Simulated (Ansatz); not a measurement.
# One shape, several levels: C3H7BO (SMILES BCC(C)=O)

Aim: a comparison of 6 runs (HF/def2-SVP, BLYP/def2-SVP, PBE/def2-SVP, PBE0/def2-SVP, r2SCAN/def2-SVP, revPBE/def2-SVP) of C3H7BO. 

The results are computed with Ansatz 0.2.0.

46 further runs of the same task are left out: 46 set aside as unsound or not needed. Runs told in other sessions of the task aren't counted.

**1. The system as given**

The species is C3H7BO (12 atoms), meant as a singlet with charge 0. SMILES: `BCC(C)=O`. The C2–C3 distance was set to 3.310 Å, away from the relaxed value. At this shape a bond of the SMILES string is far longer than usual.

Bond lengths: B1–C2 1.557 Å, C3–C4 1.505 Å, C3–O5 1.206 Å, B1–H6 1.195 Å, B1–H7 1.197 Å, C2–H8 1.107 Å, C2–H9 1.092 Å, C4–H10 1.088 Å, C4–H11 1.092 Å, C4–H12 1.095 Å. Some angles: C4–C3–O5 122.0°, B1–C2–H8 100.6°, B1–C2–H9 112.9°, C2–B1–H6 119.8°, C2–B1–H7 121.1°, C3–C4–H10 110.1°, C3–C4–H11 111.2°, C3–C4–H12 109.0°, H8–C2–H9 107.1°, H6–B1–H7 119.0°.

**2. A single-point energy at HF/def2-SVP (run 1)**

File input.yaml:

```yaml
crystal:
  periodic: [false, false, false]
  atoms:
    - {symbol: B, position_ang: [-3.155440, 0.736442, 1.103838]}
    - {symbol: C, position_ang: [-1.958740, 0.052542, 1.827638]}
    - {symbol: C, position_ang: [0.927400, 0.170900, 0.212200]}
    - {symbol: C, position_ang: [1.083400, -0.737900, -0.977300]}
    - {symbol: O, position_ang: [1.804700, 0.920200, 0.564200]}
    - {symbol: H, position_ang: [-4.099340, 1.106042, 1.737138]}
    - {symbol: H, position_ang: [-3.177240, 0.846042, -0.087862]}
    - {symbol: H, position_ang: [-2.317240, -0.993458, 1.871838]}
    - {symbol: H, position_ang: [-1.833540, 0.393142, 2.857138]}
    - {symbol: H, position_ang: [1.975700, -0.468400, -1.539000]}
    - {symbol: H, position_ang: [0.203200, -0.697900, -1.623000]}
    - {symbol: H, position_ang: [1.178600, -1.770300, -0.625900]}
basis:
  gaussian: {orbitals: def2-SVP}
hamiltonian: {xc: hf}
accuracy: high
output: {orbitals: {seedname: orbitals}}
```

On the command line:

```
$ ansatz run input.yaml --threads 1 --pin off --max-ram 2610MiB --events-out events.jsonl --progress --plain --runs-dir runs
```

Standard output:

```text
Warning: RAYON_NUM_THREADS=1 ignored (pool sized by the plan → 1); use --threads N
Functional definition: HF
  name "HF"
  exchange = exact_x
  correlation = 0
2522 factors; integrals over basis functions are off by at most 4.1e-8 eV
mean field evaluation 1: about -5892.8460 eV, gradient 4.5e1 eV
mean field evaluation 2: about -5892.9440 eV, gradient 4.5e1 eV
mean field evaluation 4: about -5899.6184 eV, gradient 7.2e0 eV
mean field evaluation 8: about -5899.9270 eV, gradient 1.1e0 eV
mean field evaluation 16: about -5899.9378 eV, gradient 1.2e-8 eV
mean field -5899.93784558 eV, -216.8187167037 hartree, gradient 2.8e-8 eV, S^2 0.000000; 0 other end points of the search recorded, 0 dependent functions left out
reference -5899.93784558 eV, -216.8187167037 hartree; 19, 19 occupied and 86, 86 virtual orbitals, 2522 factors
Total energy: -5899.93784558 eV, -216.8187167037 hartree
```

It took 3.9 s on 1 thread of Arm Neoverse V2, shared host; peak memory 0.3 GiB.

**3. A single-point energy at BLYP/def2-SVP (run 2)**

File input.yaml:

```yaml
crystal:
  periodic: [false, false, false]
  atoms:
    - symbol: B
      position_ang: [-3.155440, 0.736442, 1.103838]
    - symbol: C
      position_ang: [-1.958740, 0.052542, 1.827638]
    - symbol: C
      position_ang: [0.927400, 0.170900, 0.212200]
    - symbol: C
      position_ang: [1.083400, -0.737900, -0.977300]
    - symbol: O
      position_ang: [1.804700, 0.920200, 0.564200]
    - symbol: H
      position_ang: [-4.099340, 1.106042, 1.737138]
    - symbol: H
      position_ang: [-3.177240, 0.846042, -0.087862]
    - symbol: H
      position_ang: [-2.317240, -0.993458, 1.871838]
    - symbol: H
      position_ang: [-1.833540, 0.393142, 2.857138]
    - symbol: H
      position_ang: [1.975700, -0.468400, -1.539000]
    - symbol: H
      position_ang: [0.203200, -0.697900, -1.623000]
    - symbol: H
      position_ang: [1.178600, -1.770300, -0.625900]
basis:
  gaussian:
    orbitals: def2-SVP
accuracy: high
hamiltonian:
  xc: {name: BLYP}
output: {orbitals: {seedname: orbitals}}
```

On the command line:

```
$ ansatz run input.yaml --threads 1 --pin off --max-ram 2610MiB --events-out events.jsonl --progress --plain --runs-dir runs
```

Standard output:

```text
Warning: RAYON_NUM_THREADS=1 ignored (pool sized by the plan → 1); use --threads N
Functional definition: BLYP
  name "BLYP"
  parameter beta = 0.0042
  parameter a = 0.04918
  parameter b = 0.132
  parameter c = 0.2533
  parameter d = 0.349
  exchange = b88_x(beta = beta)
  correlation = lyp_c(a = a, b = b, c = c, d = d)
2522 factors; integrals over basis functions are off by at most 4.1e-8 eV
mean field evaluation 1: about -5917.2398 eV, gradient 7.9e1 eV
mean field evaluation 2: about -5788.2372 eV, gradient 1.6e2 eV
mean field evaluation 4: about -5925.7360 eV, gradient 5.6e1 eV
mean field evaluation 8: about -5936.9610 eV, gradient 2.3e0 eV
mean field evaluation 16: about -5936.9808 eV, gradient 2.2e-2 eV
mean field -5936.98080703 eV, -218.1800204282 hartree, gradient 6.0e-8 eV, S^2 0.000000; 0 other end points of the search recorded, 0 dependent functions left out
reference -5936.98087304 eV, -218.1800228540 hartree; 19, 19 occupied and 86, 86 virtual orbitals, 2522 factors
Total energy: -5936.98087304 eV, -218.1800228540 hartree
```

Wall time 8.7 s (1 thread of Arm Neoverse V2, shared host); peak memory 0.28 GiB.

Runs 3 to 5 aren't shown in full; the table further down has their settings and results.

**4. A single-point energy at revPBE/def2-SVP (run 6)**

File in.yaml:

```yaml
crystal:
  periodic: [false, false, false]
  atoms:
    - {symbol: B, position_ang: [-3.155440, 0.736442, 1.103838]}
    - {symbol: C, position_ang: [-1.958740, 0.052542, 1.827638]}
    - {symbol: C, position_ang: [0.927400, 0.170900, 0.212200]}
    - {symbol: C, position_ang: [1.083400, -0.737900, -0.977300]}
    - {symbol: O, position_ang: [1.804700, 0.920200, 0.564200]}
    - {symbol: H, position_ang: [-4.099340, 1.106042, 1.737138]}
    - {symbol: H, position_ang: [-3.177240, 0.846042, -0.087862]}
    - {symbol: H, position_ang: [-2.317240, -0.993458, 1.871838]}
    - {symbol: H, position_ang: [-1.833540, 0.393142, 2.857138]}
    - {symbol: H, position_ang: [1.975700, -0.468400, -1.539000]}
    - {symbol: H, position_ang: [0.203200, -0.697900, -1.623000]}
    - {symbol: H, position_ang: [1.178600, -1.770300, -0.625900]}
basis:
  gaussian:
    orbitals: def2-SVP
hamiltonian:
  xc: {name: revPBE}
accuracy: high
output: {orbitals: {seedname: orbitals}}
```

On the command line:

```
$ ansatz run in.yaml --threads 1 --pin off --max-ram 2610MiB --events-out events.jsonl --progress --plain --runs-dir runs
```

Standard output:

```text
Warning: RAYON_NUM_THREADS=1 ignored (pool sized by the plan → 1); use --threads N
Functional definition: revPBE
  name "revPBE"
  parameter kappa = 1.245
  parameter beta = 0.06672455060314922
  exchange = pbe_x(kappa = kappa, mu = beta*pi^2/3)
  correlation = pbe_c(beta = beta)
2522 factors; integrals over basis functions are off by at most 4.1e-8 eV
mean field evaluation 1: about -5920.2328 eV, gradient 7.3e1 eV
mean field evaluation 2: about -5794.8038 eV, gradient 1.5e2 eV
mean field evaluation 4: about -5926.1414 eV, gradient 5.5e1 eV
mean field evaluation 8: about -5937.7815 eV, gradient 2.3e0 eV
mean field evaluation 16: about -5937.8011 eV, gradient 3.3e-3 eV
mean field -5937.80106107 eV, -218.2101642084 hartree, gradient 2.2e-8 eV, S^2 0.000000; 0 other end points of the search recorded, 0 dependent functions left out
reference -5937.80106590 eV, -218.2101643858 hartree; 19, 19 occupied and 86, 86 virtual orbitals, 2522 factors
Total energy: -5937.80106590 eV, -218.2101643858 hartree
```

Wall time 8.1 s (1 thread of Arm Neoverse V2, shared host); peak memory 0.28 GiB.

**5. All runs side by side**

```tsv
run	level	energy (Eh)	HOMO energy (eV)	LUMO energy (eV)	HOMO–LUMO gap (eV)	wall time
1	HF/def2-SVP	-216.818717	-6.95	-0.40	6.55	3.9 s
2	BLYP/def2-SVP	-218.180023	-4.59	-3.59	1.00	8.7 s
3	PBE/def2-SVP	-217.978623	-4.73	-3.73	1.01	8.4 s
4	PBE0/def2-SVP	-217.977346	-5.52	-3.22	2.30	9.3 s
5	r2SCAN/def2-SVP	-218.122236	-4.89	-3.75	1.13	15 s
6	revPBE/def2-SVP	-218.210164	-4.68	-3.68	1.00	8.1 s
```

**6. Results**

| quantity | value |
| --- | --- |
| run 6: total energy | -218.21016 Eh |
| run 6: HOMO energy | -4.68 eV |
| run 6: LUMO energy | -3.68 eV |
| run 6: HOMO–LUMO gap | 1.00 eV |

What this shows: The HOMO–LUMO gap runs from 1.00 eV (BLYP/def2-SVP) to 6.55 eV (HF/def2-SVP). Exact exchange widens orbital gaps. Totals of different functionals can't be ranked against each other. In all runs a closed-shell determinant meets a far-stretched bond; if it breaks into open shells, such a determinant describes it badly, and no broken-symmetry solution was shown. All runs together took 54 s, the longest 15 s.
